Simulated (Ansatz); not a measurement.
# K2Sb3: a trial structure relaxed

Where does K2Sb3 go from the start given, A-type sesquioxide type (P-3m1, No. 164)?

Method: DFT PBE, scalar-relativistic, plane waves, PAW, in Ansatz 0.2.0.

**1. Starting point**

The structure is trigonal, space group P-3m1 (No. 164). The conventional cell has a = 4.847 Å, b = 4.847 Å, c = 7.541 Å, α = 90.00°, β = 90.00°, γ = 120.00°. K (site symmetry 3m) is surrounded by 7 Sb at 2.92 to 3.35 Å. Sb (site symmetry -3m) has 6 K at 3.35 Å as nearest neighbours. Sb (site symmetry 3m) is surrounded by 4 K at 2.92 to 3.02 Å.

Coordinates:

```
K Sb
1.0
     4.84671    0.00000    0.00000
    -2.42336    4.19738    0.00000
     0.00000    0.00000    7.54070
K Sb
2 3
Direct
  0.33333 0.66667 0.24500
  0.66667 0.33333 0.75500
  0.00000 0.00000 0.00000
  0.33333 0.66667 0.64500
  0.66667 0.33333 0.35500
```

(A quick probe on a coarse mesh, which set the mesh and smearing, is not shown.)

**3. A loose first relaxation**

Contents of input.yaml:

```yaml
crystal:
  lattice:
    - [4.8467142425, 0.0, 0.0]
    - [-2.4233571212, 4.1973776589, 0.0]
    - [0.0, 0.0, 7.5407000778]
  atoms:
    - { symbol: K, position: [0.3333333333, 0.6666666667, 0.245] }
    - { symbol: K, position: [0.6666666667, 0.3333333333, 0.755] }
    - { symbol: Sb, position: [0.0, 0.0, 0.0] }
    - { symbol: Sb, position: [0.3333333333, 0.6666666667, 0.645] }
    - { symbol: Sb, position: [0.6666666667, 0.3333333333, 0.355] }
basis:
  ecutwfc: 420
kpoints:
  mp_grid: { grid: [6, 6, 2] }
hamiltonian:
  xc: pbe
scf:
  occupations: { method: gaussian, width: 0.1 }
  lower_state_search: "off"
output:
  forces: true
  stress: true
  eigenvalues: true
relax:
  adjacent_minimum: "off"
  f_tol: 0.04
  max_steps: 70
  cell: { stress_tol: 0.4 }
```

Command:

```
ansatz run input.yaml --threads 1 --pin off --max-ram 2560MiB --backend cpu --events-out ev --progress --plain --runs-dir out
```

Further runs follow: relaxing cell and atoms.

Before running it: what results should come out?

As calculated:

Formation energies count from the elements, computed with the same settings in runs not shown here.

| quantity | value |
| --- | --- |
| cell | a = 4.309 Å, b = 4.309 Å, c = 12.467 Å, α = 90.00°, β = 90.00°, γ = 120.00° |
| space group | P-3m1 (No. 164) |
| volume | 40.10 Å³/atom |
| gap on the mesh | none (metal) |
| formation energy from the elements | -0.122 eV/atom |

What this shows: The space group stayed P-3m1, and from the first guess the volume went from 30.68 to 40.10 Å³/atom. With -0.12 eV/atom it lies under the elements, which doesn't yet make it stable against other compounds of them. The runs treat Sb without spin-orbit coupling.
